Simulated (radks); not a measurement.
**W³⁰⁺ in [Ar] 3d10 4s2 4p5 4d8 5p1: an all-electron calculation**

Aim: the levels, the sizes of the orbitals and the parts of the energy of the tungsten ion W30+.

Program: radks (a radial shooting solver on a logarithmic mesh, Libxc functionals) version 1. Level of theory: scalar-relativistic Kohn-Sham, r2SCAN, spin-unpolarised, spherical densities, finite nucleus. These are calculated values, not measurements, unless marked.

**1. The system**

| Property | Result |
| --- | --- |
| element | tungsten (Z = 74) |
| charge | +30 |
| electrons | 44 |
| configuration | [Ar] 3d10 4s2 4p5 4d8 5p1 |
| nuclear rms radius | 5.3658 fm |

Outer shells as boxes (Hund's rule):

W³⁰⁺
```
[Ar] core
3d [↑↓][↑↓][↑↓][↑↓][↑↓]
4s [↑↓]
4p [↑↓][↑↓][↑ ]
4d [↑↓][↑↓][↑↓][↑ ][↑ ]
5p [↑ ][  ][  ]
```

**2. The calculation**

The run's settings:

```text
Z 74
configuration [Ar] 3d10 4s2 4p5 4d8 5p1 5s0 4f0
relativity scalar-relativistic
functional r2scan,r2scan
spin unpolarised
nucleus finite rms 5.3658 fm
c 137.035999084
```

Run with:

```
$ python run_ks.py task.json out
```

This one command runs every case of the session in turn.

Q: Predict the outcome of this run.

As calculated:

| quantity | value |
| --- | --- |
| total energy | -15666.6921 hartree |
| exchange-correlation share of it | 1.77 % |
| −T/E | 1.1047 |
| highest occupied level | 5p, -767.97 eV |
| most extended occupied level | 5p, <r> = 0.792 bohr |
| radius at density 0.001 e/bohr³ | 1.52 bohr |
| maxima of the radial density | 4 |

**Reading.** 5 principal shells are occupied and 4 maxima appear in the radial density; where shells overlap, one shows as a shoulder or not at all. −T/E is 1.105: with relativity the kinetic term as defined here no longer equals −E. This is not the tabulated ground configuration, so its levels and sizes aren't those of the ground state, and no measured value stands beside it.
